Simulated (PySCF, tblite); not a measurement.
# C₈H₁₄AlN: geometry, infrared bands and NMR shifts

Wanted: the infrared bands and NMR shifts of C₈H₁₄AlN (`CC(C)c1ccc[n+]([AlH3-])c1`), by calculation.

Programs: tblite 0.8.0 and PySCF 2.14.0, with density-fitted response routines of our own. Each step states its level of theory. These are calculated values for one molecule in the gas phase, unless marked as measured. Atoms count from 0, in the outputs and in this text.

## (1) Starting geometry

24 atoms, charge 0, multiplicity 1; geometry from: force field or distance geometry start.

Bonds of the start (Å): C0–C1 1.54, C1–C2 1.55, C1–C3 1.52, C3–C4 1.39, C4–C5 1.39, C5–C6 1.40, C6–N7 1.37, N7–Al8 1.92, N7–C9 1.38, C9–C3 1.41, C0–H10 1.10, C0–H11 1.11, C0–H12 1.12, C1–H13 1.10, C2–H14 1.12, C2–H15 1.10, C2–H16 1.12, C4–H17 1.08, C5–H18 1.08, C6–H19 1.08, Al8–H20 1.60, Al8–H21 1.60, Al8–H22 1.58, C9–H23 1.09.

## (2) Geometry optimisation with GFN2-xTB

The job: settings as JSON, then the geometry in Å.

```
{"job": {"kind": "relax", "xc": "GFN2-xTB", "basis": "xTB"}, "charge": 0, "multiplicity": 1}
C     -2.002100    -1.722500    -0.560100
C     -1.919900    -0.328800     0.079000
C     -2.091400    -0.424000     1.611600
C     -0.605900     0.352900    -0.272500
C     -0.605500     1.543700    -0.983100
C      0.595500     2.164000    -1.321700
C      1.803800     1.586700    -0.921100
N      1.805700     0.428100    -0.197400
Al     3.478300    -0.378300     0.310200
C      0.627800    -0.205900     0.124500
H     -1.242800    -2.409100    -0.152900
H     -1.876200    -1.639400    -1.656800
H     -3.017600    -2.158700    -0.358000
H     -2.758000     0.269300    -0.310600
H     -2.029100     0.600900     2.061400
H     -1.335200    -1.075800     2.081800
H     -3.103600    -0.829100     1.848600
H     -1.535700     1.995900    -1.306100
H      0.602300     3.091300    -1.877600
H      2.740700     2.070300    -1.174300
H      3.278300    -1.184100     1.673100
H      4.565200     0.771800     0.527000
H      3.964900    -1.358900    -0.831400
H      0.648500    -1.140400     0.676700
```

On the command line:

```console
$ OMP_NUM_THREADS=1 python probes_run.py task.json out
```

One launch serves the whole session: the jobs run in the order shown.

**Question.** This job is followed by: GFN2-xTB harmonic vibrations, gas phase; GIAO PBE0/pcSseg-1 NMR shielding, non-relativistic, gas phase. Predict these results of the whole session: strongest single infrared mode (GFN2-xTB); zero-point energy (GFN2-xTB); 13C shifts against TMS (PBE0/pcSseg-1, means over atoms taken as alike); 1H shifts against TMS (PBE0/pcSseg-1, means over atoms taken as alike); 15N shifts against NH3 (PBE0/pcSseg-1); 27Al shifts against AlH4- (PBE0/pcSseg-1).

The runs gave:

| quantity | value |
| --- | --- |
| strongest single infrared mode (GFN2-xTB) | 759 cm⁻¹, 625 km/mol |
| zero-point energy (GFN2-xTB) | 118.6 kcal/mol |
| 13C shifts against TMS (PBE0/pcSseg-1, means over atoms taken as alike) | 153.6, 152.7, 150.9, 145.9, 130.5, 39.2, 26.9 ppm |
| 1H shifts against TMS (PBE0/pcSseg-1, means over atoms taken as alike) | 9.28, 9.00, 7.98, 7.67, 4.55, 2.74, 1.41 ppm |
| 15N shifts against NH3 (PBE0/pcSseg-1) | 286.8 ppm |
| 27Al shifts against AlH4- (PBE0/pcSseg-1) | 75.5 ppm |

What this shows: Over 61 steps the energy fell by 0.530 eV; of the close pairs, N7–Al8 changed most, 1.925 to 1.992 Å. The lowest mode is imaginary (67i cm⁻¹), so the xTB geometry is not a minimum. The strongest single mode, at 759 cm⁻¹, has its largest shares on H20, H21 and H22 (the list is cut at 3 atoms). GFN2-xTB is a fitted tight-binding method: band positions and strengths are rough. Its intensities can rank the bands wrongly. At PBE0/pcSseg-1: The largest span, 471 ppm, is at N7, where the paramagnetic term is -350 ppm. NICS(1)zz of -27 ppm above the planar ring from C3 marks a diatropic (aromatic) ring current.
